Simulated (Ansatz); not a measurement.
Crystal: GdO.

```xyz
2
Lattice="2.8018 0.0000 0.0000 0.0000 2.8018 0.0000 0.0000 0.0000 2.8018" Properties=species:S:1:pos:R:3 pbc="T T T"
Gd    0.0000    0.0000    0.0000
O     1.4009    1.4009    1.4009
```

The cell comes from a database or a generator and needn't be the stable form of this composition.

Base run:

| Property | Result |
| --- | --- |
| Program | Ansatz 0.2.0 |
| Functional | r2SCAN |
| Potentials or basis | Ansatz PAW |
| Cutoff | 500 eV (not typed: the program's choice for these potentials) |
| k mesh | 9 × 9 × 9 |
| Occupations | fermi-dirac, width 0.05 eV |
| Spin | collinear spin, ferromagnetic start |
| Starting moments | [7.0, 0.0] μB |
| Hubbard terms | Gd f U = 4 eV |

Its results: band gap on the k mesh none (metal or under the smearing width); pressure 52.7 GPa; net moment 7.60 μB per cell; site moments Gd +7.18; O -0.01 μB.

**Question.** The run is repeated on the same cell with these changes: hubbard terms from Gd f U = 4 eV to Gd f U = 1 eV. What comes out?

**Answer.** Band gap on the k mesh none (metal or under the smearing width); pressure 50.7 GPa; net moment 7.56 μB per cell; site moments Gd +7.14; O +0.00 μB.

Caveats: the magnetic or orbital state may not be the lowest; a pressure of tens of GPa on the cell as given is suspect, and the run, the potentials or the cell itself is likely at fault; spin-orbit coupling is left out, which moves the levels of the heavy elements; a cell with one magnetic atom can't hold antiferromagnetic order, which such compounds often take; the PAW data sets come from PBE, with cores solved anew for the run's functional, which leaves a small shift of forces and pressure; the density of states is complete only up to the lowest level of the last band computed.
